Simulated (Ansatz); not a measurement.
# PBE-QIDH/6-31G(d) (spherical functions) run of CH4FGeN (SMILES [H]/N=[C](/F)[GeH3])

Aim: the vertical ionisation energy of CH4FGeN at PBE-QIDH/6-31G* (spherical functions), from 2 runs. 

The results are computed with Ansatz 0.2.0.

128 further runs of the same task are left out: 128 set aside as unsound or not needed. Runs told in other sessions of the task aren't counted.

## Step 1: The system as given

CH4FGeN has 8 atoms, charge 0, and is taken as a singlet. SMILES: `[H]/N=[C](/F)[GeH3]`. The shape is that of a PBE0-D4/def2-TZVP optimisation.

Bond lengths: N1–C2 1.246 Å, C2–F3 1.346 Å, C2–Ge4 1.978 Å, N1–H5 1.016 Å, Ge4–H6 1.532 Å, Ge4–H7 1.534 Å, Ge4–H8 1.532 Å. Angles: N1–C2–F3 117.4°, N1–C2–Ge4 131.1°, F3–C2–Ge4 111.5°, C2–N1–H5 111.2°, C2–Ge4–H6 108.9°, C2–Ge4–H7 106.6°, C2–Ge4–H8 108.9°, H6–Ge4–H7 111.0°, H6–Ge4–H8 110.4°, H7–Ge4–H8 111.0°.

## Step 2: A single-point energy at PBE-QIDH/6-31G(d) (spherical functions)

File job.yaml:

```yaml
crystal:
  periodic: [false, false, false]
  atoms:
    - {symbol: "N", position_ang: [1.895900, 0.222300, -0.348500]}
    - {symbol: C, position_ang: [0.908100, 0.027300, 0.385600]}
    - {symbol: F, position_ang: [1.137400, -0.127100, 1.702400]}
    - {symbol: Ge, position_ang: [-1.019900, -0.103800, -0.035500]}
    - {symbol: H, position_ang: [1.617200, 0.325400, -1.319900]}
    - {symbol: H, position_ang: [-1.766200, 1.006900, 0.710300]}
    - {symbol: H, position_ang: [-1.149700, 0.071600, -1.553900]}
    - {symbol: H, position_ang: [-1.530700, -1.479600, 0.403700]}
basis:
  gaussian:
    orbitals: 6-31G_st_-spherical.json
hamiltonian:
  xc: {name: PBE-QIDH}
correlation:
  frozen_orbitals: {C: 1, F: 1, Ge: 9, H: 0, "N": 1}
accuracy: high
output:
  orbitals: {seedname: orbitals}
```

The basis set 6-31G* is read from a file made from the Basis Set Exchange's data (not shown).

Started as:

```sh
$ ansatz run job.yaml --threads 1 --pin off --max-ram 3480MiB --events-out events.jsonl --progress --plain --runs-dir runs
```

Standard output:

```text
Warning: RAYON_NUM_THREADS=1 ignored (pool sized by the plan → 1); use --threads N
Functional definition: PBE-QIDH
  name "PBE-QIDH"
  parameter a = 3^(-1/3)
  parameter c = 1/3
  exchange = (1 - a)*pbe_x + a*exact_x
  correlation = (1 - c)*pbe_c + c*(mp2_os + mp2_ss)
1829 factors; integrals over basis functions are off by at most 1.6e-8 eV
mean field evaluation 1: about -61784.2834 eV, gradient 3.5e1 eV
mean field evaluation 2: about -61784.3569 eV, gradient 3.5e1 eV
mean field evaluation 4: about -61786.9708 eV, gradient 3.4e0 eV
mean field evaluation 8: about -61787.0113 eV, gradient 3.8e-1 eV
mean field evaluation 16: about -61787.0119 eV, gradient 9.6e-5 eV
mean field -61787.01192792 eV, -2270.6308076102 hartree, gradient 7.0e-8 eV, S^2 0.000000; 0 other end points of the search recorded, 0 dependent functions left out
12 core orbitals not correlated: weight in the atoms' cores, before any rotation towards them, 1.000 or more for the frozen orbitals, at most 0.000 for the correlated occupied ones
reference -61787.01192902 eV, -2270.6308076504 hartree; 17, 17 occupied and 53, 53 virtual orbitals, 1829 factors
second order -21.51772848 eV of doubles, -0.00000000 eV of singles
Total energy: -61794.18450517 eV, -2270.8943949625 hartree
```

It took 19 s on 1 thread of Arm Neoverse N1, shared host; peak memory 0.28 GiB.

## Step 3: The doublet cation at the same level

job.yaml, as its differences from that of step 2:

```diff
@@ -3,3 +3,3 @@
   atoms:
-    - {symbol: "N", position_ang: [1.895900, 0.222300, -0.348500]}
+    - {symbol: N, position_ang: [1.895900, 0.222300, -0.348500]}
     - {symbol: C, position_ang: [0.908100, 0.027300, 0.385600]}
@@ -14,2 +14,6 @@
     orbitals: 6-31G_st_-spherical.json
+total_charge: 1
+magnetization:
+  spin_polarized: true
+  initial_magnetization: 1
 hamiltonian:
```

The basis set 6-31G* is read from a file made from the Basis Set Exchange's data (not shown).

Started as:

```sh
$ ansatz run job.yaml --threads 1 --pin off --max-ram 3480MiB --events-out events.jsonl --progress --plain --runs-dir runs
```

Standard output (excerpt; [...] marks lines left out):

```text
Warning: RAYON_NUM_THREADS=1 ignored (pool sized by the plan → 1); use --threads N
[... 2 set-up lines as earlier in the session ...]
[...]
1829 factors; integrals over basis functions are off by at most 1.6e-8 eV
[...]
mean field -61776.87990835 eV, -2270.2584627588 hartree, gradient 8.7e-8 eV, S^2 0.778221; 4 other end points of the search recorded, 0 dependent functions left out
12 core orbitals not correlated: weight in the atoms' cores, before any rotation towards them, 1.000 or more for the frozen orbitals, at most 0.000 for the correlated occupied ones
reference -61776.87990939 eV, -2270.2584627969 hartree; 17, 16 occupied and 53, 54 virtual orbitals, 1829 factors
second order -20.64577986 eV of doubles, -0.00000000 eV of singles
Total energy: -61783.76183601 eV, -2270.5113689355 hartree
```

It took 54 s on 1 thread of Arm Neoverse N1, shared host; peak memory 0.59 GiB.

## Step 4: Summary of results

Level: PBE-QIDH/6-31G* (spherical functions), 12 core orbitals frozen.

| quantity | value |
| --- | --- |
| singlet CH4FGeN: total energy | -2270.89439 Eh |
| singlet CH4FGeN: HOMO energy (SCF part's orbitals) | -10.33 eV |
| singlet CH4FGeN: LUMO energy (SCF part's orbitals) | 1.87 eV |
| singlet CH4FGeN: HOMO–LUMO gap (SCF part's orbitals) | 12.20 eV |
| doublet cation: total energy | -2270.51137 Eh |
| doublet cation: HOMO energy (SCF part's orbitals) (highest over α and β) | -17.29 eV |
| doublet cation: LUMO energy (SCF part's orbitals) (lowest over α and β) | -9.83 eV |
| doublet cation: ⟨S²⟩ | 0.778 |
| vertical ionisation energy (to the doublet cation) | 10.423 eV |

**Reading.** The vertical ionisation energy comes to 10.42 eV (240 kcal/mol). −ε(HOMO) before ionisation, 10.33 eV, is 0.10 eV below this ionisation energy.
